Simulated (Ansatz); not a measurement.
# Ti6InO12: the cost of one run

Computed with Ansatz 0.2.0 (DFT PBEsol, scalar-relativistic, plane waves, PAW, unless a step's input says otherwise).

### Step 1. Starting point

It takes space group P1 (No. 1, triclinic). The conventional cell has a = 5.476 Å, b = 5.476 Å, c = 17.720 Å, α = 90.00°, β = 90.00°, γ = 107.06°. Around Ti (site symmetry 1) lie 3 O at 1.95 to 1.98 Å. Ti (site symmetry 1) has 5 O at 1.95 to 1.98 Å as nearest neighbours. O (site symmetry 1) has 3 Ti at 1.95 to 1.98 Å as nearest neighbours. Around O (site symmetry 1) lie 2 Ti at 1.95 to 1.98 Å. Ti (site symmetry 1) is surrounded by 6 O at 1.95 to 1.98 Å. Only part of the 19 independent sites is listed.

Coordinates:

```cif
data_structure
_symmetry_space_group_name_H-M 'P 1'
_symmetry_Int_Tables_number 1
_cell_length_a 5.4758
_cell_length_b 5.4758
_cell_length_c 17.7197
_cell_angle_alpha 90.000
_cell_angle_beta 90.000
_cell_angle_gamma 72.939
_cell_volume 507.94
loop_
_atom_site_label
_atom_site_type_symbol
_atom_site_fract_x
_atom_site_fract_y
_atom_site_fract_z
_atom_site_occupancy
Ti1 Ti 0.00000 0.00000 0.05643 1
Ti2 Ti 0.38658 0.38658 0.11829 1
O1 O 0.16636 0.16636 0.13178 1
O2 O 0.08208 0.69108 0.11829 1
O3 O 0.60681 0.60681 0.10481 1
O4 O 0.69108 0.08208 0.11829 1
Ti3 Ti 0.77316 0.77316 0.18015 1
Ti4 Ti 0.15975 0.15975 0.24202 1
O5 O 0.93952 0.93952 0.25550 1
O6 O 0.85525 0.46425 0.24202 1
O7 O 0.37997 0.37997 0.22853 1
O8 O 0.46425 0.85525 0.24202 1
Ti5 Ti 0.54633 0.54633 0.30388 1
Ti6 Ti 0.93291 0.93291 0.36574 1
O9 O 0.71268 0.71268 0.37922 1
O10 O 0.62841 0.23741 0.36574 1
O11 O 0.15313 0.15313 0.35225 1
O12 O 0.23741 0.62841 0.36574 1
In1 In 0.89661 0.13554 0.52934 1
```

### Step 2. Start relaxed

input.yaml reads:

```yaml
crystal:
  lattice:
    - [5.475835, 0.0, 0.0]
    - [1.606542, 5.234863, 0.0]
    - [0.0, 0.0, 17.719677]
  atoms:
    - { symbol: Ti, position: [0.0, 0.0, 0.0564344] }
    - { symbol: Ti, position: [0.3865817, 0.3865817, 0.1182947] }
    - { symbol: O, position: [0.1663566, 0.1663566, 0.1317802] }
    - { symbol: O, position: [0.0820817, 0.6910817, 0.1182947] }
    - { symbol: O, position: [0.6068069, 0.6068069, 0.1048091] }
    - { symbol: O, position: [0.6910817, 0.0820817, 0.1182947] }
    - { symbol: Ti, position: [0.7731635, 0.7731635, 0.1801549] }
    - { symbol: Ti, position: [0.1597452, 0.1597452, 0.2420152] }
    - { symbol: O, position: [0.93952, 0.93952, 0.2555007] }
    - { symbol: O, position: [0.8552452, 0.4642452, 0.2420152] }
    - { symbol: O, position: [0.3799704, 0.3799704, 0.2285296] }
    - { symbol: O, position: [0.4642452, 0.8552452, 0.2420152] }
    - { symbol: Ti, position: [0.546327, 0.546327, 0.3038754] }
    - { symbol: Ti, position: [0.9329087, 0.9329087, 0.3657357] }
    - { symbol: O, position: [0.7126835, 0.7126835, 0.3792212] }
    - { symbol: O, position: [0.6284087, 0.2374087, 0.3657357] }
    - { symbol: O, position: [0.1531339, 0.1531339, 0.3522501] }
    - { symbol: O, position: [0.2374087, 0.6284087, 0.3657357] }
    - { symbol: In, position: [0.8966067, 0.1355396, 0.5293368], spin: 1.0 }
magnetization:
  spin_polarized: true
basis:
  ecutwfc: 420.0
kpoints:
  mp_grid: { grid: [2, 2, 1] }
hamiltonian:
  xc: pbesol
  pseudopotentials: { kind: paw, azcp: { folder: soft_1 } }
scf:
  occupations: { method: fermi_dirac, width: 0.05 }
  lower_state_search: "off"
relax:
  f_tol: 0.08
  max_steps: 25
  adjacent_minimum: "off"
  constraints: [{ sites: [0, 1, 2, 3, 4, 5] }]
```

Launch:

```bash
> ansatz run input.yaml --threads 2 --pin off --max-ram 5120MiB --backend cpu --events-out ev --progress --plain --runs-dir out
```

**Question.** How long does this run take on 2 threads of Intel Xeon 6975P-C (Granite Rapids), shared host, and how much memory does it need?

About 2.5 min, with a peak of 1.2 GiB.
